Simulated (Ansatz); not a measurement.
# BH5N2Si: the cost of one run

Program: Ansatz 0.2.0. Level of theory: RKS PBE-D4/6-31G. These are calculated values, not measurements.

## Step 1: Starting point

Bond lengths: N1–Si2 1.723 Å, Si2–B3 2.013 Å, Si2–N4 1.739 Å, B3–N4 1.598 Å, N1–H5 1.046 Å, N1–H6 1.073 Å, Si2–H7 1.502 Å, B3–H8 1.131 Å, N4–H9 0.984 Å. Angles (14 of 15 angles, heavy atoms first): N1–Si2–B3 113.5°, N1–Si2–N4 110.4°, B3–Si2–N4 49.8°, Si2–B3–N4 56.2°, Si2–N4–B3 74.1°, N1–Si2–H7 116.0°, B3–Si2–H7 129.8°, N4–Si2–H7 103.9°, Si2–N1–H5 110.5°, Si2–N1–H6 110.4°, Si2–B3–H8 151.8°, N4–B3–H8 151.1°, Si2–N4–H9 108.5°, B3–N4–H9 105.7°.

As a file:

```xyz
9

N    -0.5850    1.5897   -0.0562
Si    0.4064    0.2436    0.3620
B    -0.4325   -1.5364   -0.0644
N     0.6238   -0.8004   -1.0117
H    -0.5425    2.3208    0.6903
H    -1.6201    1.3075   -0.0528
H     1.8081    0.5669    0.7936
H    -1.0394   -2.4465    0.2219
H     1.4697   -1.2915   -0.8999
```

## Step 2: Relaxing the start

File input.yaml:

```yaml
crystal:
  periodic: [false, false, false]
  atoms:
    - { symbol: "N", position_ang: [-0.585, 1.5897, -0.0562] }
    - { symbol: Si, position_ang: [0.4064, 0.2436, 0.362] }
    - { symbol: B, position_ang: [-0.4325, -1.5364, -0.0644] }
    - { symbol: "N", position_ang: [0.6238, -0.8004, -1.0117] }
    - { symbol: H, position_ang: [-0.5425, 2.3208, 0.6903] }
    - { symbol: H, position_ang: [-1.6201, 1.3075, -0.0528] }
    - { symbol: H, position_ang: [1.8081, 0.5669, 0.7936] }
    - { symbol: H, position_ang: [-1.0394, -2.4465, 0.2219] }
    - { symbol: H, position_ang: [1.4697, -1.2915, -0.8999] }
basis:
  gaussian: { orbitals: "6-31G" }
hamiltonian:
  xc: pbe
  dispersion: d4
relax:
  f_tol: 0.02
  max_steps: 40
scf:
  lower_state_search: "off"
```

Started as:

```console
$ ansatz run input.yaml --threads 1 --pin off --max-ram 2048MiB --backend cpu --events-out ev --progress --plain --runs-dir out
```

Q: Estimate wall time and peak memory on 1 thread of AMD EPYC (Zen 3), shared host.

About 53 s, with a peak of 0.13 GiB.
